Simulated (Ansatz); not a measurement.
# Os: the cost of one run

Method: DFT PBEsol, scalar-relativistic, plane waves, PAW, in Ansatz 0.2.0.

### Step 1. The system as given

Symmetry: P6_3/mmc, No. 194, hexagonal system. The conventional cell has a = 2.956 Å, b = 2.956 Å, c = 8.051 Å, α = 90.00°, β = 90.00°, γ = 120.00°. Around Os (site symmetry -6m2) lie 3 Os at 1.71 Å.

As a file:

```
Os
1.0
     2.95588    0.00000    0.00000
    -1.47794    2.55987    0.00000
     0.00000    0.00000    8.05057
Os
4
Direct
  0.00000 0.00000 0.25000
  0.00000 0.00000 0.75000
  0.33333 0.66667 0.75000
  0.66667 0.33333 0.25000
```

This is candidate A: graphite type (P6_3/mmc, No. 194).

(A quick probe on a coarse mesh, which set the mesh and smearing, is not shown.)

### Step 3. Coarse relaxation (candidate A)

Input file input.yaml:

```yaml
crystal:
  lattice:
    - [2.9558810517, 0.0, 0.0]
    - [-1.4779405259, 2.5598680813, 0.0]
    - [0.0, 0.0, 8.0505703441]
  atoms:
    - { symbol: Os, position: [0.0, 0.0, 0.25] }
    - { symbol: Os, position: [0.0, 0.0, 0.75] }
    - { symbol: Os, position: [0.3333333333, 0.6666666667, 0.75] }
    - { symbol: Os, position: [0.6666666667, 0.3333333333, 0.25] }
basis:
  ecutwfc: 420
kpoints:
  mp_grid: { grid: [6, 6, 2] }
hamiltonian:
  xc: pbesol
scf:
  occupations: { method: gaussian, width: 0.1 }
  lower_state_search: "off"
output:
  forces: true
  stress: true
  eigenvalues: true
relax:
  adjacent_minimum: "off"
  f_tol: 0.04
  max_steps: 70
  cell: { stress_tol: 0.4 }
```

Q: Estimate wall time and peak memory on 1 thread of an Arm CPU, shared host.

About 38 s, with a peak of 0.33 GiB.
